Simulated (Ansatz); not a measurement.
# ZnCu: the cost of one run

All numbers are computed with the Python package of Ansatz 0.2.0. Level of theory: DFT PBE, plane waves, PAW.

## Step 1: Starting point

The structure is cubic, space group Pm-3m (No. 221). Conventional cell: a = 2.945 Å, b = 2.945 Å, c = 2.945 Å, α = 90.00°, β = 90.00°, γ = 90.00°. Zn (site symmetry m-3m) is surrounded by 8 Cu at 2.55 Å. Cu (site symmetry m-3m) has 8 Zn at 2.55 Å as nearest neighbours.

No structure file is read: the coordinates are typed or built in the script.

## Step 2: The script

ecut_zncu.py

```python
# -*- coding: utf-8 -*-
"""Cutoff test for ZnCu."""

import argparse

import ansatz as az
import matplotlib.pyplot as plt

parser = argparse.ArgumentParser(description="Cutoff test for ZnCu.")
parser.add_argument("--tolerance", type=float, default=1e-08, help="SCF control")
parser.add_argument("--mesh", type=int, nargs=3, required=True, help="k-point sampling")
parser.add_argument("--occupations", default="fermi_dirac", help="how the bands are filled")
args = parser.parse_args()

system = (
    az.Lattice.of((2.945, 0.0, 0.0), (0.0, 2.945, 0.0), (0.0, 0.0, 2.945))
    .atom("Zn", (0.5, 0.5, 0.5))
    .atom("Cu", (0.0, 0.0, 0.0))
)

setup = (
    system.calculation()
    .scf(tolerance=args.tolerance)
    .kpoints(mesh=args.mesh)
    .occupations(args.occupations)
    .stress()
)

rows = []
for value in [250, 325, 400, 475, 550]:
    report = setup.basis(value).run(threads=1).report
    rows.append((value, report["free_energy_ev"] / len(report["lattice"]["sites"]), report["n_iterations"], sum(report["stress_gpa"][i][i] for i in range(3)) / 3, report["n_pw"]))

print(" cutoff (eV)   F/atom (eV)    iterations       P (GPa)   plane waves")
for row in rows:
    print(f"{str(row[0]):>12s}  {row[1]:12.5f}  {row[2]:12d}  {row[3]:12.3f}  {row[4]:12d}")

# the last row is the reference
for row in rows[:-1]:
    shift = 1000 * (row[1] - rows[-1][1])
    print(f"{row[0]}: {shift:+.2f} meV/atom" + ("  (within 1 meV)" if abs(shift) < 1 else ""))
plt.figure(figsize=(4.5, 3))
plt.plot([str(row[0]) for row in rows], [1000 * (row[1] - rows[-1][1]) for row in rows], "o-")
plt.xlabel("cutoff (eV)")
plt.ylabel("F - F(last) (meV/atom)")
plt.tight_layout()
plt.savefig("ecut.png", dpi=100)
```

## Step 3: What the engine is handed

The engine receives this input (first run):

```yaml
crystal:
  lattice:
    - [2.945, 0.0, 0.0]
    - [0.0, 2.945, 0.0]
    - [0.0, 0.0, 2.945]
  atoms:
    - { symbol: Zn, position: [0.5, 0.5, 0.5] }
    - { symbol: Cu, position: [0.0, 0.0, 0.0] }
basis:
  ecutwfc: 250.0
kpoints:
  mp_grid:
    grid: [8, 8, 8]
scf:
  convergence:
    dr2_threshold: 1.0e-08
  occupations:
    method: fermi_dirac
output:
  stress: true
```

## Step 4: The run

Command:

```bash
$ python ecut_zncu.py --mesh 8 8 8
```

What time and memory should one allow on 1 thread of Arm Neoverse V1, shared host?

About 7 s, with a peak of 0.42 GiB.
